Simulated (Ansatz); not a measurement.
# C₄H₆F₄: taking an electron away

The task here is to estimate one member of a computed series from the others.

Computed with Ansatz 0.2.0, Gaussian basis. Level: unrestricted cation, the program's frozen cores in correlated methods.

The runs, in order: UKS PBE-D4/def2-TZVPP; UKS r2SCAN-D4/def2-TZVPP; UKS PBE0-D4/def2-TZVPP; UKS B3LYP-D4/def2-TZVPP; UKS wB97X-V/def2-TZVPP; UKS wB97M-V/def2-TZVPP; UKS B2PLYP/def2-TZVPP; UHF-CCSD(T)/def2-TZVPP; UHF-MP2/def2-QZVPP; extrapolation to the limit; then −ε(HOMO) from the neutral's earlier runs with LDA (SPW92), PBE-D4, revPBE-D4, BLYP-D4, r2SCAN-D4, B97M-V, PBE0-D4, B3LYP-D4, r2SCANh-D4, r2SCAN0-D4, HSE06-D4, BHLYP-D4, CAM-B3LYP-D4, LC-ωPBE, ωB97X-V, ωB97M-V.

## The geometry

All runs share one geometry, relaxed beforehand with PBE0-D4 in a triple-zeta def2 set.

SMILES `FC(F)CCC(F)F`, 14 atoms, charge 0, spin multiplicity 1.

Atoms are counted from 1 here; the program's logs count them from 0.

Bond lengths: F1–C2 1.360 Å, C2–F3 1.363 Å, C2–C4 1.505 Å, C2–H9 1.095 Å, C4–C5 1.523 Å, C4–H10 1.093 Å, C4–H11 1.093 Å, C5–C6 1.507 Å, C5–H12 1.092 Å, C5–H13 1.093 Å, C6–F7 1.359 Å, C6–F8 1.363 Å, C6–H14 1.092 Å. Angles: F1–C2–F3 106.7°, F1–C2–C4 110.6°, F1–C2–H9 107.7°, F3–C2–C4 111.2°, F3–C2–H9 107.4°, C4–C2–H9 112.9°, C2–C4–C5 114.9°, C2–C4–H10 108.1°, C2–C4–H11 106.6°, C5–C4–H10 110.7°, C5–C4–H11 109.3°, H10–C4–H11 106.9°, C4–C5–C6 114.6°, C4–C5–H12 110.7°, C4–C5–H13 109.4°, C6–C5–H12 108.1°, C6–C5–H13 106.4°, H12–C5–H13 107.3° and more.

The first run:

The input, in.yaml:

```yaml
crystal:
  periodic: [false, false, false]
  atoms:
    - {symbol: F, position_ang: [1.731238, -1.563197, 0.478567]}
    - {symbol: C, position_ang: [0.550637, -1.615280, -0.194814]}
    - {symbol: F, position_ang: [-0.416568, -1.873247, 0.729979]}
    - {symbol: C, position_ang: [0.289533, -0.316042, -0.908064]}
    - {symbol: C, position_ang: [0.292422, 0.916756, -0.014078]}
    - {symbol: C, position_ang: [-0.948452, 1.085514, 0.824186]}
    - {symbol: F, position_ang: [-0.873096, 2.264222, 1.497053]}
    - {symbol: F, position_ang: [-2.047645, 1.154389, 0.021699]}
    - {symbol: H, position_ang: [0.592472, -2.472930, -0.873546]}
    - {symbol: H, position_ang: [-0.660998, -0.405883, -1.439995]}
    - {symbol: H, position_ang: [1.069703, -0.214157, -1.666832]}
    - {symbol: H, position_ang: [1.155866, 0.905791, 0.654786]}
    - {symbol: H, position_ang: [0.371505, 1.813991, -0.633434]}
    - {symbol: H, position_ang: [-1.119618, 0.290772, 1.553190]}
basis:
  gaussian: {orbitals: def2-TZVPP}
total_charge: 1
magnetization: {spin_polarized: true, initial_magnetization: 1}
hamiltonian: {xc: pbe, dispersion: d4}
```

The run is started by

```sh
$ ansatz run in.yaml --threads 2 --pin off --events-out ev --progress --plain --max-ram 32768MiB --backend cuda --devices 0, --max-vram 18GiB
```

Steps of the session up to this table: Cation, UKS PBE-D4/def2-TZVPP; Cation, UKS r2SCAN-D4/def2-TZVPP; Cation, UKS PBE0-D4/def2-TZVPP; Cation, UKS B3LYP-D4/def2-TZVPP; Cation, UKS wB97X-V/def2-TZVPP; Cation, UKS wB97M-V/def2-TZVPP; Cation, UKS B2PLYP (frozen core)/def2-TZVPP; Cation, UHF-CCSD(T)/def2-TZVPP; Cation, UHF-MP2/def2-QZVPP.

One table of the session follows, with a row left open; its other results are not shown here.

Orbital estimates, from the neutral's runs:

| functional | −ε(HOMO) (eV) |
| --- | --- |
| LDA (SPW92) | 7.88 |
| PBE-D4 | 7.74 |
| revPBE-D4 | 7.67 |
| BLYP-D4 | 7.71 |
| r2SCAN-D4 | 8.12 |
| B97M-V | 8.29 |
| PBE0-D4 | 9.45 |
| B3LYP-D4 | 9.25 |
| r2SCANh-D4 | 8.76 |
| r2SCAN0-D4 | 9.70 |
| HSE06-D4 | 9.04 |
| BHLYP-D4 | 11.13 |
| CAM-B3LYP-D4 | ? |
| LC-ωPBE | 12.25 |
| ωB97X-V | 11.94 |
| ωB97M-V | 11.85 |

**Question.** Estimate the row for CAM-B3LYP-D4.

The run gave: −ε(HOMO) (eV): 10.98. In the column «−ε(HOMO) (eV)» it lies between r2SCAN0-D4 (9.70) and BHLYP-D4 (11.13).
